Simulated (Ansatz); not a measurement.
**AsAu3 under changes of volume**

One of the cells (18.486 Å³/atom); the others are scaled copies at fixed shape and fractional positions:

```
CELL_PARAMETERS angstrom
5.95899 0.00000 0.00000
-2.97949 5.16063 0.00000
0.00000 0.00000 4.80891
ATOMIC_POSITIONS crystal
Au 0.16683 0.33366 0.25000
Au 0.16683 0.83317 0.25000
Au 0.66634 0.83317 0.25000
Au 0.83317 0.66634 0.75000
Au 0.83317 0.16683 0.75000
Au 0.33366 0.16683 0.75000
As 0.33333 0.66667 0.75000
As 0.66667 0.33333 0.25000
```

The cell comes from a database or a generator and needn't be the stable form of this composition.

| Item | Value |
| --- | --- |
| Program | Ansatz 0.2.0 |
| Functional | PBE |
| Potentials or basis | Ansatz PAW |
| Cutoff | 420 eV (not typed: the program's choice for these potentials) |
| k mesh | 5 × 5 × 6 |
| Occupations | fermi-dirac, width 0.05 eV |
| Spin | no spin polarisation |

```tsv
volume (Å³/atom)	energy over the lowest point (meV/atom)	pressure (GPa)	largest force (eV/Å)
17.376	?	?	?
17.746	7.96	4.5	0.034
18.116	0.89	1.7	0.044
18.486	0.00	-0.8	0.052
18.855	4.54	-3.0	0.058
19.225	13.85	-5.0	0.063
19.595	27.32	-6.7	0.066
```

Problem. What does the run at 17.376 Å³/atom give?

Solution. Energy over the lowest point 22.06 meV/atom; pressure 7.8 GPa; largest force 0.022 eV/Å.

Worked out: A Birch-Murnaghan fit of order 3 (a polynomial in V^(-2/3)) to the other rows has its minimum at 18.36 Å³/atom with B0 = V·E''(V) = 122 GPa and B' = 5.5 at fixed shape and positions, which overstates the stiffness. It gives 22.10 meV/atom at 17.376 Å³/atom, against the run's 22.06, and -dE/dV = 7.8 GPa, against 7.8.

Energies are extrapolated to zero smearing.
